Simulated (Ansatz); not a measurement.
BiTe under changes of volume

One of the cells (33.855 Å³/atom); the others are scaled copies at fixed shape and fractional positions:

```
Bi Te
1.0
     0.00000    3.23500    3.23500
     3.23500    0.00000    3.23500
     3.23500    3.23500    0.00000
Bi Te
1 1
Cartesian
  0.0000 0.0000 0.0000
  3.2350 3.2350 3.2350
```

- Program: Ansatz 0.2.0
- Functional: PBE
- Potentials or basis: Ansatz PAW
- Cutoff: 420 eV (not typed: the program's choice for these potentials)
- k mesh: 7 × 7 × 7
- Occupations: fermi-dirac, width 0.05 eV
- Spin: no spin polarisation

```csv
volume (Å³/atom),energy over the lowest point (meV/atom),pressure (GPa)
31.824,35.04,4.5
32.501,18.93,3.2
33.178,8.06,2.0
33.855,?,?
34.532,0.00,0.0
35.209,1.92,-0.9
35.886,7.28,-1.7
```

Q: What does the run at 33.855 Å³/atom give?

A: Energy over the lowest point 1.91 meV/atom; pressure 0.9 GPa.

Worked out: A Birch-Murnaghan fit of order 3 (a polynomial in V^(-2/3)) to the other rows has its minimum at 34.52 Å³/atom with B0 = V·E''(V) = 46 GPa and B' = 4.3. It gives 1.91 meV/atom at 33.855 Å³/atom, against the run's 1.91, and -dE/dV = 0.9 GPa, against 0.9.

Energies are extrapolated to zero smearing.
